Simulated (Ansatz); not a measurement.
**C2H6AlClSi: a ladder of functionals and wavefunction methods**

One table from this session's results is given with a row withheld; the runs are named, their logs left out.

The runs use Ansatz 0.2.0, Gaussian basis; functionals in def2-TZVPP, the program's frozen cores in correlated methods.

The runs, in order: LDA (SPW92), PBE-D4, revPBE-D4, BLYP-D4, r2SCAN-D4, B97M-V, PBE0-D4, B3LYP-D4, r2SCANh-D4, r2SCAN0-D4, HSE06-D4, BHLYP-D4, CAM-B3LYP-D4, LC-ωPBE, ωB97X-V, ωB97M-V, B2PLYP, PBE-QIDH; CCSD(T)/def2-SVP; CCSD(T)/def2-TZVPP; MP2/def2-QZVPP; extrapolation to the limit; RPA on PBE.

### Structure used throughout

An earlier PBE0-D4 in a triple-zeta def2 set relaxation fixed the geometry.

SMILES `[Cl][Al]1[CH2]C[SiH2]1`, 11 atoms, charge 0, spin multiplicity 1.

Atoms are counted from 1 here; the program's logs count them from 0.

Bond lengths: Cl1–Al2 2.101 Å, Al2–C3 1.967 Å, Al2–Si5 2.411 Å, C3–C4 1.555 Å, C3–H6 1.091 Å, C3–H7 1.097 Å, C4–Si5 1.925 Å, C4–H8 1.094 Å, C4–H9 1.095 Å, Si5–H10 1.492 Å, Si5–H11 1.490 Å. Angles: Cl1–Al2–C3 134.0°, Cl1–Al2–Si5 146.8°, C3–Al2–Si5 78.9°, Al2–C3–C4 95.3°, Al2–C3–H6 121.9°, Al2–C3–H7 108.1°, C4–C3–H6 114.0°, C4–C3–H7 110.3°, H6–C3–H7 106.7°, C3–C4–Si5 106.9°, C3–C4–H8 112.9°, C3–C4–H9 109.9°, Si5–C4–H8 113.2°, Si5–C4–H9 106.8°, H8–C4–H9 107.0°, Al2–Si5–C4 73.3°, Al2–Si5–H10 115.7°, Al2–Si5–H11 128.4° and more.

Set-up of the first run:

File in.yaml:

```yaml
crystal:
  periodic: [false, false, false]
  atoms:
    - {symbol: Cl, position_ang: [-3.678748, 0.055847, -0.454386]}
    - {symbol: Al, position_ang: [-1.580562, 0.074873, -0.341307]}
    - {symbol: C, position_ang: [-0.288312, 0.762021, 0.972960]}
    - {symbol: C, position_ang: [0.880239, -0.158144, 0.519759]}
    - {symbol: Si, position_ang: [0.497780, -0.697375, -1.287708]}
    - {symbol: H, position_ang: [-0.484905, 0.732490, 2.045994]}
    - {symbol: H, position_ang: [-0.069136, 1.806971, 0.720685]}
    - {symbol: H, position_ang: [1.861110, 0.313122, 0.630127]}
    - {symbol: H, position_ang: [0.893323, -1.070548, 1.125341]}
    - {symbol: H, position_ang: [1.135529, 0.214635, -2.282008]}
    - {symbol: H, position_ang: [0.898882, -2.090891, -1.628658]}
basis:
  gaussian: {orbitals: def2-TZVPP}
hamiltonian: {xc: lda}
output: {orbitals: {seedname: orbitals}}
```

Run with:

```sh
> ansatz run in.yaml --threads 4 --pin off --events-out ev --progress --plain --max-ram 10444MiB
```

Among the steps run: LDA; PBE-D4 (GGA); revPBE-D4 (GGA); BLYP-D4 (GGA); r2SCAN-D4 (meta-GGA); B97M-V (meta-GGA); B3LYP-D4 (hybrid); r2SCANh-D4 (hybrid); r2SCAN0-D4 (hybrid); HSE06-D4 (hybrid); BHLYP-D4 (hybrid); CAM-B3LYP-D4 (range-separated); LC-ωPBE (range-separated); ωB97X-V (range-separated); ωB97M-V (range-separated); B2PLYP (double hybrid); PBE-QIDH (double hybrid).

One table of the session follows, with a row left open; its other results are not shown here.

It belongs to the step «Frontier levels by functional». 

| functional | HOMO (eV) | LUMO (eV) | gap (eV) |
| --- | --- | --- | --- |
| LDA (SPW92) | -6.05 | -2.58 | 3.47 |
| PBE-D4 | -5.94 | -2.37 | 3.56 |
| revPBE-D4 | -5.89 | -2.28 | 3.61 |
| BLYP-D4 | -5.79 | -2.21 | 3.58 |
| r2SCAN-D4 | -6.16 | -2.17 | 3.99 |
| B97M-V | -6.19 | -2.28 | 3.91 |
| PBE0-D4 | -6.99 | -1.62 | 5.37 |
| B3LYP-D4 | -6.80 | -1.78 | 5.03 |
| r2SCANh-D4 | -6.55 | -1.91 | 4.64 |
| r2SCAN0-D4 | -7.14 | -1.51 | 5.62 |
| HSE06-D4 | ? | ? | ? |
| BHLYP-D4 | -7.94 | -0.77 | 7.16 |
| CAM-B3LYP-D4 | -8.24 | -0.60 | 7.64 |
| LC-ωPBE | -9.52 | 0.43 | 9.95 |
| ωB97X-V | -9.21 | 0.32 | 9.53 |
| ωB97M-V | -8.98 | 0.08 | 9.06 |

Q: Estimate the row for HSE06-D4 from the others.

The run gave: HOMO (eV): -6.60; LUMO (eV): -1.99; gap (eV): 4.61. In the column «HOMO (eV)» it lies between B3LYP-D4 (-6.80) and r2SCANh-D4 (-6.55).
